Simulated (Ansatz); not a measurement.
# AlAsH₄O₂ + H₂: a complex and its separated parts, part 2 of 3

Ansatz 0.2.0, Gaussian basis.

## Step 9: PBE0-D4/def2-TZVPP

The inputs:

parta/in.yaml

```yaml
crystal:
  periodic: [false, false, false]
  atoms:
    - {symbol: Al, position_ang: [-0.196999, 0.242957, 0.257228]}
    - {symbol: O, position_ang: [-0.351027, 1.642582, -0.683599]}
    - {symbol: O, position_ang: [-1.495343, -0.749588, 0.701078]}
    - {symbol: As, position_ang: [2.022067, -0.450546, 0.892157]}
    - {symbol: H, position_ang: [-1.164286, 1.994584, -1.039670]}
    - {symbol: H, position_ang: [-2.412002, -0.613803, 0.470022]}
    - {symbol: H, position_ang: [2.364858, 0.982229, 1.277236]}
    - {symbol: H, position_ang: [1.523343, -0.782090, 2.292135]}
basis:
  gaussian: {orbitals: def2-TZVPP}
hamiltonian: {xc: pbe0, dispersion: d4}
output: {orbitals: {seedname: orbitals}}
```

partb/in.yaml

```yaml
crystal:
  periodic: [false, false, false]
  atoms:
    - {symbol: H, position_ang: [-0.284154, -1.433710, -1.911377]}
    - {symbol: H, position_ang: [-0.006456, -0.832614, -2.255409]}
basis:
  gaussian: {orbitals: def2-TZVPP}
hamiltonian: {xc: pbe0, dispersion: d4}
output: {orbitals: {seedname: orbitals}}
```

Each run has its own folder and the same command.

Started as:

```sh
ansatz run in.yaml --threads 8 --pin off --events-out ev --progress --plain --max-ram 19148MiB
```

parta printed (excerpt; [...] marks lines left out):

```text
Functional definition: PBE0
  name "PBE0"
  cite "Adamo & Barone, J. Chem. Phys. 110, 6158 (1999) doi:10.1063/1.478522"
  cite "Perdew, Burke & Ernzerhof, Phys. Rev. Lett. 77, 3865 (1996) doi:10.1103/PhysRevLett.77.3865"
  parent pbe
[...]
1261 factors; their error is unknown
[...]
mean field -71588.33910259 eV, -2630.8229377013 hartree, gradient 8.3e-5 eV, S^2 0.000000; 0 other end points of the search recorded, 0 dependent functions left out
reference -71588.33913489 eV, -2630.8229388882 hartree; 33, 33 occupied and 175, 175 virtual orbitals, 1261 factors
Total energy: -71588.47246636 eV, -2630.8278387293 hartree
```

Output in partb (excerpt; [...] marks lines left out):

```text
[... 5 set-up lines as earlier in the session ...]
[...]
118 factors; their error is unknown
[...]
mean field -31.79610694 eV, -1.1684853778 hartree, gradient 5.5e-5 eV, S^2 0.000000; 0 other end points of the search recorded, 0 dependent functions left out
reference -31.79612293 eV, -1.1684859655 hartree; 1, 1 occupied and 27, 27 virtual orbitals, 118 factors
Total energy: -31.79772949 eV, -1.1685450055 hartree
```

They took 1.4 s (parta), 0.1 s (partb) on 8 threads of Arm Neoverse V1, shared host.

## Step 10: B3LYP-D4/def2-TZVPP

The same edit goes into each in.yaml of step 9 (parta, partb):

```diff
-hamiltonian: {xc: pbe0, dispersion: d4}
-output: {orbitals: {seedname: orbitals}}
+hamiltonian: {xc: {name: B3LYP}, dispersion: d4}
```

The same command starts each run, in its folder.

Started as:

```sh
ansatz run in.yaml --threads 8 --pin off --events-out ev --progress --plain --max-ram 19148MiB
```

Log of parta (excerpt; [...] marks lines left out):

```text
Functional definition: B3LYP
  name "B3LYP"
  cite "Stephens, Devlin, Chabalowski & Frisch, J. Phys. Chem. 98, 11623 (1994) doi:10.1021/j100096a001"
[... 2 set-up lines as earlier in the session ...]
  cite "Vosko, Wilk & Nusair, Can. J. Phys. 58, 1200 (1980) doi:10.1139/p80-159"
[...]
1247 factors; their error is unknown
[...]
mean field -71605.16915106 eV, -2631.4414305745 hartree, gradient 1.6e-5 eV, S^2 0.000000; 0 other end points of the search recorded, 0 dependent functions left out
reference -71605.16941977 eV, -2631.4414404496 hartree; 33, 33 occupied and 175, 175 virtual orbitals, 1247 factors
Total energy: -71605.42301903 eV, -2631.4507600506 hartree
```

partb printed (excerpt; [...] marks lines left out):

```text
[... 6 set-up lines as earlier in the session ...]
[...]
118 factors; their error is unknown
[...]
mean field -32.10922522 eV, -1.1799922626 hartree, gradient 4.6e-5 eV, S^2 0.000000; 0 other end points of the search recorded, 0 dependent functions left out
reference -32.10936733 eV, -1.1799974848 hartree; 1, 1 occupied and 27, 27 virtual orbitals, 118 factors
Total energy: -32.11251843 eV, -1.1801132856 hartree
```

Wall times: 1.2 s (parta), 0.1 s (partb) on 8 threads of Arm Neoverse V1, shared host.

## Step 11: r2SCAN0-D4/def2-TZVPP

The same edit goes into each in.yaml of step 10 (parta, partb):

```diff
-hamiltonian: {xc: {name: B3LYP}, dispersion: d4}
+hamiltonian: {xc: {name: r2SCAN0}, dispersion: d4}
```

One command serves all of them, each in its own folder.

Started as:

```sh
ansatz run in.yaml --threads 8 --pin off --events-out ev --progress --plain --max-ram 19148MiB
```

Log of parta (excerpt; [...] marks lines left out):

```text
Functional definition: r2SCAN0
  name "r2SCAN0"
  cite "Bursch, Neugebauer, Ehlert & Grimme, J. Chem. Phys. 156, 134105 (2022) doi:10.1063/5.0086040"
[... 3 set-up lines as earlier in the session ...]
[...]
1261 factors; their error is unknown
[...]
mean field -71599.22333634 eV, -2631.2229259140 hartree, gradient 7.0e-5 eV, S^2 0.000000; 0 other end points of the search recorded, 0 dependent functions left out
reference -71599.22334605 eV, -2631.2229262708 hartree; 33, 33 occupied and 175, 175 virtual orbitals, 1261 factors
Total energy: -71599.26805947 eV, -2631.2245694587 hartree
```

partb printed (excerpt; [...] marks lines left out):

```text
[... 6 set-up lines as earlier in the session ...]
[...]
118 factors; their error is unknown
[...]
mean field -31.85186356 eV, -1.1705343957 hartree, gradient 1.4e-5 eV, S^2 0.000000; 0 other end points of the search recorded, 0 dependent functions left out
reference -31.85186868 eV, -1.1705345841 hartree; 1, 1 occupied and 27, 27 virtual orbitals, 118 factors
Total energy: -31.85241006 eV, -1.1705544793 hartree
```

Times: 2.3 s (parta), 0.35 s (partb) on 8 threads of Arm Neoverse V1, shared host.

## Step 12: BHLYP-D4/def2-TZVPP

The same edit goes into each in.yaml of step 11 (parta, partb):

```diff
-hamiltonian: {xc: {name: r2SCAN0}, dispersion: d4}
+hamiltonian: {xc: {name: BHLYP}, dispersion: d4}
```

The same command starts each run, in its folder.

Started as:

```sh
ansatz run in.yaml --threads 8 --pin off --events-out ev --progress --plain --max-ram 19148MiB
```

Log of parta (excerpt; [...] marks lines left out):

```text
Functional definition: BHLYP
  name "BHLYP"
  cite "Becke, J. Chem. Phys. 98, 1372 (1993) doi:10.1063/1.464304"
[... 2 set-up lines as earlier in the session ...]
[...]
1353 factors; their error is unknown
[...]
mean field -71600.88150404 eV, -2631.2838624527 hartree, gradient 1.7e-5 eV, S^2 0.000000; 0 other end points of the search recorded, 0 dependent functions left out
reference -71600.88168400 eV, -2631.2838690662 hartree; 33, 33 occupied and 175, 175 virtual orbitals, 1353 factors
Total energy: -71601.09970669 eV, -2631.2918812523 hartree
```

Output in partb (excerpt; [...] marks lines left out):

```text
[... 5 set-up lines as earlier in the session ...]
[...]
118 factors; their error is unknown
[...]
mean field -31.83804720 eV, -1.1700266542 hartree, gradient 5.6e-5 eV, S^2 0.000000; 0 other end points of the search recorded, 0 dependent functions left out
reference -31.83814277 eV, -1.1700301660 hartree; 1, 1 occupied and 27, 27 virtual orbitals, 118 factors
Total energy: -31.83988637 eV, -1.1700942421 hartree
```

They took 1.2 s (parta), 0.1 s (partb) on 8 threads of Arm Neoverse V1, shared host.

## Step 13: CAM-B3LYP-D4/def2-TZVPP

Each input of step 12 (parta, partb) changes in the same lines:

```diff
-hamiltonian: {xc: {name: BHLYP}, dispersion: d4}
+hamiltonian: {xc: {name: CAM-B3LYP}, dispersion: d4}
```

One command serves all of them, each in its own folder.

Started as:

```sh
ansatz run in.yaml --threads 8 --pin off --events-out ev --progress --plain --max-ram 19148MiB
```

Log of parta (excerpt; [...] marks lines left out):

```text
Functional definition: CAM-B3LYP
  name "CAM-B3LYP"
  cite "Yanai, Tew & Handy, Chem. Phys. Lett. 393, 51 (2004) doi:10.1016/j.cplett.2004.06.011"
  cite "Iikura, Tsuneda, Yanai & Hirao, J. Chem. Phys. 115, 3540 (2001) doi:10.1063/1.1383587"
[... 2 set-up lines as earlier in the session ...]
[...]
1235 factors; their error is unknown
285 factors; integrals over basis functions are off by at most 1.3e-5 eV
[...]
mean field -71605.53276699 eV, -2631.4547932137 hartree, gradient 2.4e-5 eV, S^2 0.000000; 0 other end points of the search recorded, 0 dependent functions left out
reference -71605.53289773 eV, -2631.4547980180 hartree; 33, 33 occupied and 175, 175 virtual orbitals, 1235 factors
Total energy: -71605.67096029 eV, -2631.4598717235 hartree
```

Log of partb (excerpt; [...] marks lines left out):

```text
[... 6 set-up lines as earlier in the session ...]
[...]
  # Exact exchange under (alpha + beta erf(omega r))/r, Becke's under what is left of 1/r.
[...]
118 factors; their error is unknown
42 factors; integrals over basis functions are off by at most 6.3e-5 eV
[...]
mean field -31.88030363 eV, -1.1715795490 hartree, gradient 6.4e-5 eV, S^2 0.000000; 0 other end points of the search recorded, 0 dependent functions left out
reference -31.88037357 eV, -1.1715821193 hartree; 1, 1 occupied and 27, 27 virtual orbitals, 118 factors
Total energy: -31.88188697 eV, -1.1716377359 hartree
```

Times: 1.5 s (parta), 0.15 s (partb) on 8 threads of Arm Neoverse V1, shared host.

## Step 14: wB97X-V/def2-TZVPP

Each input of step 13 (parta, partb) changes in the same lines:

```diff
-hamiltonian: {xc: {name: CAM-B3LYP}, dispersion: d4}
+hamiltonian: {xc: {name: wB97X-V}}
```

One command serves all of them, each in its own folder.

Started as:

```sh
ansatz run in.yaml --threads 8 --pin off --events-out ev --progress --plain --max-ram 19148MiB
```

parta printed (excerpt; [...] marks lines left out):

```text
Functional definition: wB97X-V
  name "wB97X-V"
  cite "Mardirossian & Head-Gordon, Phys. Chem. Chem. Phys. 16, 9904 (2014) doi:10.1039/C3CP54374A"
[... 2 set-up lines as earlier in the session ...]
[...]
      + integral(e_c_pw_opposite_spin*poly(b97_u_opposite, cos0, cos1)) + vv10(b, c)
1235 factors; their error is unknown
261 factors; integrals over basis functions are off by at most 8.8e-6 eV
[...]
mean field -71595.10810704 eV, -2631.0716940266 hartree, gradient 4.4e-5 eV, S^2 0.000000; 0 other end points of the search recorded, 0 dependent functions left out
reference -71595.10810502 eV, -2631.0716939522 hartree; 33, 33 occupied and 175, 175 virtual orbitals, 1235 factors
Total energy: -71595.10810502 eV, -2631.0716939522 hartree
```

Output in partb (excerpt; [...] marks lines left out):

```text
[... 5 set-up lines as earlier in the session ...]
[...]
      + integral(e_c_pw_opposite_spin*poly(b97_u_opposite, cos0, cos1)) + vv10(b, c)
118 factors; their error is unknown
42 factors; integrals over basis functions are off by at most 3.0e-5 eV
[...]
mean field -31.90859886 eV, -1.1726193796 hartree, gradient 8.8e-5 eV, S^2 0.000000; 0 other end points of the search recorded, 0 dependent functions left out
reference -31.90859786 eV, -1.1726193429 hartree; 1, 1 occupied and 27, 27 virtual orbitals, 118 factors
Total energy: -31.90859786 eV, -1.1726193429 hartree
```

They took 3.4 s (parta), 0.15 s (partb) on 8 threads of Arm Neoverse V1, shared host; peak memory 0.54 GiB.

## Step 15: wB97M-V/def2-TZVPP

The same edit goes into each in.yaml of step 14 (parta, partb):

```diff
-hamiltonian: {xc: {name: wB97X-V}}
+hamiltonian: {xc: {name: wB97M-V}}
```

One command serves all of them, each in its own folder.

Started as:

```sh
ansatz run in.yaml --threads 8 --pin off --events-out ev --progress --plain --max-ram 19148MiB
```

Output in parta (excerpt; [...] marks lines left out):

```text
Functional definition: wB97M-V
  name "wB97M-V"
  cite "Mardirossian & Head-Gordon, J. Chem. Phys. 144, 214110 (2016) doi:10.1063/1.4952647"
[... 2 set-up lines as earlier in the session ...]
  # Of w^i u^j: cxij and so on, Table III.
[...]
  gx(w, u) = 1 - cx + cx01*u + cx10*w
[...]
      + integral(e_c_pw_mod_opposite_spin*gos(b97_w_opposite, b97_u_opposite)) + vv10(b, c)
1214 factors; their error is unknown
261 factors; integrals over basis functions are off by at most 8.8e-6 eV
[...]
mean field -71598.11325136 eV, -2631.1821310431 hartree, gradient 3.7e-5 eV, S^2 0.000000; 0 other end points of the search recorded, 0 dependent functions left out
reference -71598.11330068 eV, -2631.1821328557 hartree; 33, 33 occupied and 175, 175 virtual orbitals, 1214 factors
Total energy: -71598.11330068 eV, -2631.1821328557 hartree
```

partb printed (excerpt; [...] marks lines left out):

```text
[... 5 set-up lines as earlier in the session ...]
  # Of w^i u^j: cxij and so on, Table III.
[...]
  gx(w, u) = 1 - cx + cx01*u + cx10*w
[...]
      + integral(e_c_pw_mod_opposite_spin*gos(b97_w_opposite, b97_u_opposite)) + vv10(b, c)
118 factors; their error is unknown
42 factors; integrals over basis functions are off by at most 3.0e-5 eV
[...]
mean field -31.60111192 eV, -1.1613194431 hartree, gradient 7.3e-6 eV, S^2 0.000000; 0 other end points of the search recorded, 0 dependent functions left out
reference -31.60113618 eV, -1.1613203345 hartree; 1, 1 occupied and 27, 27 virtual orbitals, 118 factors
Total energy: -31.60113618 eV, -1.1613203345 hartree
```

Wall times: 4 s (parta), 0.15 s (partb) on 8 threads of Arm Neoverse V1, shared host; peak memory 0.57 GiB.

## Step 16: B2PLYP/def2-TZVPP

Each input of step 15 (parta, partb) changes in the same lines:

```diff
-hamiltonian: {xc: {name: wB97M-V}}
+hamiltonian: {xc: {name: B2PLYP}}
```

One command serves all of them, each in its own folder.

Started as:

```sh
ansatz run in.yaml --threads 8 --pin off --events-out ev --progress --plain --max-ram 19148MiB
```

Log of parta (excerpt; [...] marks lines left out):

```text
Functional definition: B2PLYP
  name "B2PLYP"
  cite "Grimme, J. Chem. Phys. 124, 034108 (2006) doi:10.1063/1.2148954"
[... 2 set-up lines as earlier in the session ...]
[...]
1287 factors; integrals over basis functions are off by at most 1.1e-3 eV
[...]
mean field -71580.05006218 eV, -2630.5183210845 hartree, gradient 4.2e-6 eV, S^2 0.000000; 0 other end points of the search recorded, 0 dependent functions left out
16 core orbitals not correlated: weight in the atoms' cores, before any rotation towards them, 1.000 or more for the frozen orbitals, at most 0.000 for the correlated occupied ones
reference -71580.05023035 eV, -2630.5183272648 hartree; 17, 17 occupied and 175, 175 virtual orbitals, 1287 factors
second order -27.37617777 eV of doubles, -0.00000000 eV of singles
Total energy: -71587.44179835 eV, -2630.7899623786 hartree
```

partb printed (excerpt; [...] marks lines left out):

```text
[... 5 set-up lines as earlier in the session ...]
[...]
145 factors; integrals over basis functions are off by at most 7.3e-4 eV
[...]
mean field -31.55848766 eV, -1.1597530304 hartree, gradient 1.0e-6 eV, S^2 0.000000; 0 other end points of the search recorded, 0 dependent functions left out
reference -31.55857708 eV, -1.1597563164 hartree; 1, 1 occupied and 27, 27 virtual orbitals, 145 factors
second order -1.02366817 eV of doubles, -0.00000000 eV of singles
Total energy: -31.83496748 eV, -1.1699134765 hartree
```

Wall times: 2.3 s (parta), 0.1 s (partb) on 8 threads of Arm Neoverse V1, shared host.

(Part 2 of 3 ends here.)
